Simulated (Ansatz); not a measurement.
# LuNi4B: how the settings move a calculation

How sensitive is a calculation of LuNi4B to its settings? A reference run comes first, then one run with altered input.

Program: Ansatz 0.2.0. Level of theory: reference: DFT r2SCAN, scalar-relativistic, plane waves, PAW. These are calculated values, not measurements.

10 further runs of the same task are left out: 5 that didn't finish, 5 set aside as unsound or not needed.

## 1. The structure to begin with

The structure is hexagonal, space group P6/mmm (No. 191). Conventional cell: a = 4.949 Å, b = 4.949 Å, c = 6.959 Å, α = 90.00°, β = 90.00°, γ = 120.00°. B (site symmetry -6m2) is surrounded by 6 Ni at 2.03 Å and 3 Lu at 2.86 Å. Lu (site symmetry 6/mmm) is surrounded by 18 Ni at 2.86 to 3.21 Å. Lu (site symmetry 6/mmm) has 6 B at 2.86 Å and 12 Ni at 2.86 Å in its first shell of neighbours. Ni (site symmetry -6m2) has 9 Ni at 2.49 to 2.86 Å and 3 Lu at 2.86 Å in its first shell of neighbours. Around Ni (site symmetry 2mm) lie 2 B at 2.03 Å.

Structure file:

```cif
data_structure
_symmetry_space_group_name_H-M 'P 1'
_symmetry_Int_Tables_number 1
_cell_length_a 4.9491
_cell_length_b 4.9491
_cell_length_c 6.9587
_cell_angle_alpha 90.000
_cell_angle_beta 90.000
_cell_angle_gamma 120.000
_cell_volume 147.61
loop_
_atom_site_label
_atom_site_type_symbol
_atom_site_fract_x
_atom_site_fract_y
_atom_site_fract_z
_atom_site_occupancy
B1 B 0.33333 0.66667 0.50000 1
B2 B 0.66667 0.33333 0.50000 1
Lu1 Lu 0.00000 0.00000 0.00000 1
Lu2 Lu 0.00000 0.00000 0.50000 1
Ni1 Ni 0.33333 0.66667 0.00000 1
Ni2 Ni 0.66667 0.33333 0.00000 1
Ni3 Ni 0.50000 0.00000 0.70716 1
Ni4 Ni 0.00000 0.50000 0.70716 1
Ni5 Ni 0.50000 0.50000 0.70716 1
Ni6 Ni 0.50000 0.00000 0.29284 1
Ni7 Ni 0.00000 0.50000 0.29284 1
Ni8 Ni 0.50000 0.50000 0.29284 1
```

## 2. Reference

Input file input.yaml:

```yaml
crystal:
  lattice:
    - [4.9490581, 0.0, 0.0]
    - [-2.47452905, 4.28601004, 0.0]
    - [0.0, 0.0, 6.95874761]
  atoms:
    - { symbol: B, position: [0.3333333333, 0.6666666667, 0.5] }
    - { symbol: B, position: [0.6666666667, 0.3333333333, 0.5] }
    - { symbol: Lu, position: [0.0, 0.0, 0.0] }
    - { symbol: Lu, position: [0.0, 0.0, 0.5] }
    - { symbol: Ni, position: [0.3333333333, 0.6666666667, 0.0] }
    - { symbol: Ni, position: [0.6666666667, 0.3333333333, 0.0] }
    - { symbol: Ni, position: [0.5, 0.0, 0.707164] }
    - { symbol: Ni, position: [0.0, 0.5, 0.707164] }
    - { symbol: Ni, position: [0.5, 0.5, 0.707164] }
    - { symbol: Ni, position: [0.5, 0.0, 0.292836] }
    - { symbol: Ni, position: [0.0, 0.5, 0.292836] }
    - { symbol: Ni, position: [0.5, 0.5, 0.292836] }
basis:
  ecutwfc: 500
kpoints:
  mp_grid: { grid: [9, 9, 6] }
hamiltonian:
  xc: r2scan
scf:
  occupations: { method: gaussian, width: 0.05 }
output:
  forces: true
  stress: true
  eigenvalues: true
  write_density: true
  write_potential: true
  elf: true
  volumetric_format: npy
relax:
  adjacent_minimum: "off"
  f_tol: 0.005
  max_steps: 80
  cell: { stress_tol: 0.05 }
```

Command:

```bash
> ansatz run input.yaml --threads 8 --pin off --max-ram 14336MiB --backend cpu --events-out ev --progress --plain --runs-dir out
```

## 3. Changing settings: ecutwfc 40.4 Ry

Input file input.yaml:

```yaml
crystal:
  lattice:
    - [4.8851076258, 0.0, 0.0]
    - [-2.4425538129, 4.2306273042, 0.0]
    - [0.0, 0.0, 6.8625007189]
  atoms:
    - { symbol: B, position: [0.3333333333, 0.6666666667, 0.5] }
    - { symbol: B, position: [0.6666666667, 0.3333333333, 0.5] }
    - { symbol: Lu, position: [0.0, 0.0, 0.0] }
    - { symbol: Lu, position: [0.0, 0.0, 0.5] }
    - { symbol: Ni, position: [0.3333333333, 0.6666666667, 0.0] }
    - { symbol: Ni, position: [0.6666666667, 0.3333333333, 0.0] }
    - { symbol: Ni, position: [0.5, 0.0, 0.7092974903] }
    - { symbol: Ni, position: [0.0, 0.5, 0.7092974903] }
    - { symbol: Ni, position: [0.5, 0.5, 0.7092974903] }
    - { symbol: Ni, position: [0.5, 0.0, 0.2907025097] }
    - { symbol: Ni, position: [0.0, 0.5, 0.2907025097] }
    - { symbol: Ni, position: [0.5, 0.5, 0.2907025097] }
basis:
  ecutwfc: "40.4 Ry"
kpoints:
  mp_grid: { grid: [9, 9, 6] }
hamiltonian:
  xc: r2scan
scf:
  occupations: { method: gaussian, width: 0.05 }
output:
  forces: true
  eigenvalues: true
  stress: true
```

**Question.** What will these runs give? Wanted: for each run, ending; energy change; pressure; gap; force.

The runs gave:

| run | ending | energy change | pressure (GPa) | gap (eV) | force (eV/Å) | cycles | time |
| --- | --- | --- | --- | --- | --- | --- | --- |
| reference | converged | 0 | 0.0 | 0.00 | 0.00 | - | 2.6 min |
| 1: ecutwfc 40.4 Ry | converged | -1.0 meV/atom | 0.0 | 0.00 | 0.00 | 16 | 25 s |

Times don't compare one to one where runs were asked for different outputs or read a saved state (see the inputs); cycles may leave out searches for a lower state.

**Reading.** Changing the cutoff moves the energy by -1.0 meV/atom. The reference leaves spin out although Ni can carry a moment, so its state need not be the lowest.

No run allows spin polarisation, though the cell holds Ni.
